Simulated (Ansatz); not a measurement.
# Sb: the cost of one run

Computed with Ansatz 0.2.0 (DFT PBEsol, scalar-relativistic, unless a step's input says otherwise).

### Step 1. The structure to begin with

The structure is hexagonal, space group P6_3/mmc (No. 194). The conventional cell has a = 3.369 Å, b = 3.369 Å, c = 5.330 Å, α = 90.00°, β = 90.00°, γ = 120.00°. Sb (site symmetry -6m2) is surrounded by 12 Sb at 3.30 to 3.37 Å.

Coordinates:

```xyz
2
Lattice="3.3690 0.0000 0.0000 -1.6845 2.9176 0.0000 0.0000 0.0000 5.3300" Properties=species:S:1:pos:R:3 pbc="T T T"
Sb    0.0000    1.9451    1.3325
Sb    1.6845    0.9725    3.9975
```

Atoms are numbered in the order of the input: Sb1, Sb2.

### Step 2. Volume × 0.96, LAPW

input.yaml reads:

```yaml
crystal:
  lattice:
    - [3.3234675684, 0.0, 0.0]
    - [-1.6617337843, 2.8782073429, 0.0]
    - [0.0, 0.0, 5.2579641425]
  atoms:
    - { symbol: Sb, position: [0.3333333333, 0.6666666667, 0.25] }
    - { symbol: Sb, position: [0.6666666667, 0.3333333333, 0.75] }
kpoints:
  mp_grid: { grid: [12, 12, 7] }
  band_path:
    path:
      - [0.0, 0.0, 0.0]
      - [0.5, 0.0, 0.0]
      - [0.3333333333, 0.3333333333, 0.0]
      - [0.0, 0.0, 0.0]
      - [0.0, 0.0, 0.5]
      - [0.5, 0.0, 0.5]
      - [0.3333333333, 0.3333333333, 0.5]
      - [0.0, 0.0, 0.5]
      - [0.5, 0.0, 0.5]
    npoints: 5
scf:
  occupations: { method: fermi_dirac, width: 0.05 }
hamiltonian:
  xc: pbesol
  pseudopotentials: { kind: all_electron, lapw: { basis_error: 0.0005 } }
output:
  forces: true
  stress: true
  eigenvalues: true
```

The run is started by

```console
$ ansatz run input.yaml --threads 1 --pin off --max-ram 3072MiB --backend cpu --events-out ev --progress --plain --runs-dir out
```

Q: Estimate wall time and peak memory on 1 thread of Arm Neoverse V2, shared host.

About 19 s, with a peak of 0.36 GiB.
